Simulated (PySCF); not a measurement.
# TmH3(NH3): other functionals and bases at one geometry

One table from this session's results is given with a row withheld; the runs are named, their logs left out.

Computed with PySCF 2.14.0. Level: several levels, as the steps say, no spin–orbit coupling.

1 further run of the same task is left out (for a known fault of the program).

### The system as given

8 atoms, charge 0, spin multiplicity 1.

Bond lengths: Tm1–H2 2.003 Å, Tm1–H3 2.003 Å, Tm1–H4 2.003 Å, Tm1–N5 2.440 Å, N5–H6 1.023 Å, N5–H7 1.023 Å, N5–H8 1.023 Å. Angles: H2–Tm1–H3 118.8°, H2–Tm1–H4 118.8°, H2–Tm1–N5 96.2°, H3–Tm1–H4 118.8°, H3–Tm1–N5 96.2°, H4–Tm1–N5 96.2°, Tm1–N5–H6 112.2°, Tm1–N5–H7 112.2°, Tm1–N5–H8 112.2°, H6–N5–H7 106.6°, H6–N5–H8 106.6°, H7–N5–H8 106.6°.

As a file:

```
Tm    0.2222   -0.2222    0.2222
H     1.1608    1.2781    1.1608
H    -1.2781   -1.1608    1.1608
H     1.1608   -1.1608   -1.2781
N    -1.1863    1.1863   -1.1863
H    -1.7957    1.7957   -0.6359
H    -0.6359    1.7957   -1.7957
H    -1.7957    0.6359   -1.7957
```

Formal oxidation states: Tm +3. Each metal's 12 4f electrons lie in its core potential, so multiplicities, spins and levels count the valence alone. An earlier session relaxed this geometry at PBE0, Tm lcecp-1-SVP with ECP58, H def2-SVP, N def2-SVP (singlet, point group C3v).

At PBE0 on the finer grid: E = -97.021423 Eh, HOMO -6.29 eV, LUMO -0.20 eV, Mulliken charge on Tm1 +0.49 e, largest force component 0.003 eV/Å. 

Levels to run: CAM-B3LYP; r2SCAN; PBE0, TZVP. Hardware: 2 threads of Intel Xeon at 2.50GHz (Skylake/Cascade Lake), shared host.

Set-up of the first run:

Contents of run.py (the lines that set the calculation):

```python
mol = gto.M(atom='''
Tm     0.22223    -0.22223     0.22223
H      1.16083     1.27809     1.16083
H     -1.27809    -1.16083     1.16083
H      1.16083    -1.16083    -1.27809
N     -1.18626     1.18626    -1.18626
H     -1.79575     1.79575    -0.63591
H     -0.63591     1.79575    -1.79575
H     -1.79575     0.63591    -1.79575''',
    basis={'Tm': 'lcecp-1-SVP', 'H': 'def2-SVP', 'N': 'def2-SVP'},
    ecp={'Tm': 'lcecp-1-SVP'},
    charge=0, spin=0)
mf = dft.RKS(mol, xc='CAMB3LYP')
mf.grids.atom_grid = (75, 302)  # f atoms: unpruned, at least (60, 302)
mf = mf.density_fit()  # fitting sets: Tm AutoAux, H def2-universal-JKFIT, N def2-universal-JKFIT
mf.conv_tol = 1e-08; mf.max_cycle = 55
mf.kernel(dm0)  # dm0: the density of the relaxed state
```

Command:

```
> OMP_NUM_THREADS=2 python run.py
```

Among the steps run: CAM-B3LYP; r2SCAN; PBE0, TZVP.

One of the session's tables, all rows but one given; the rest of the session is left out.

```
              level  HOMO (eV)  gap (eV)  charge on Tm1 (e)  dipole (D)  largest force component (eV/Å)
PBE0 (relaxed here)      -6.29      6.09               0.49        5.44                            0.00
          CAM-B3LYP          ?         ?                  ?           ?                               ?
             r2SCAN      -5.35      4.54               0.49        5.43                            0.07
         PBE0, TZVP      -6.33      5.80               0.69        5.32                            0.20
```

Q: Estimate the row for CAM-B3LYP from the others.

The run gave: HOMO (eV): -7.70; gap (eV): 8.27; charge on Tm1 (e): 0.45; dipole (D): 5.51; largest force component (eV/Å): 0.04. In the column «HOMO (eV)» it is the lowest.

In one basis the HOMO–LUMO gap runs from 4.54 eV (r2SCAN) to 8.27 eV (CAM-B3LYP). The largest leftover force, 0.20 eV/Å with PBE0, TZVP, stands at a geometry relaxed at another level. With 4f in the core, its levels are missing from HOMO and gap, and its count is fixed, so no charge can pass from the ligands into it. Total energies of different levels can't be compared.
